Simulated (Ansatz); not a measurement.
# H2InO: the cost of one run

All numbers below are computed with Ansatz 0.2.0 (UHF/def2-SVP).

### Step 1. Starting point

Bond lengths: O1–In2 1.686 Å, O1–H3 0.894 Å, In2–H4 1.186 Å. Angles: O1–In2–H4 100.1°, In2–O1–H3 98.7°.

Coordinates:

```xyz
4

O    -0.3997   -0.7323    0.2561
In    0.4721    0.6777   -0.0515
H     0.2739   -1.2491    0.5364
H    -0.2907    1.2434   -0.7613
```

### Step 2. Relaxing the start

input.yaml reads:

```yaml
crystal:
  periodic: [false, false, false]
  atoms:
    - { symbol: O, position_ang: [-0.3997, -0.7323, 0.2561] }
    - { symbol: In, position_ang: [0.4721, 0.6777, -0.0515] }
    - { symbol: H, position_ang: [0.2739, -1.2491, 0.5364] }
    - { symbol: H, position_ang: [-0.2907, 1.2434, -0.7613] }
magnetization:
  spin_polarized: true
  initial_magnetization: 1
basis:
  gaussian: { orbitals: def2-SVP }
hamiltonian:
  xc: hf
relax:
  f_tol: 0.02
  max_steps: 40
```

On the command line:

```bash
$ ansatz run input.yaml --threads 1 --pin off --max-ram 2048MiB --backend cpu --events-out ev --progress --plain --runs-dir out
```

Q: Estimate wall time and peak memory on 1 thread of Arm Neoverse V2, shared host.

About 6.8 s, with a peak of 0.1 GiB.
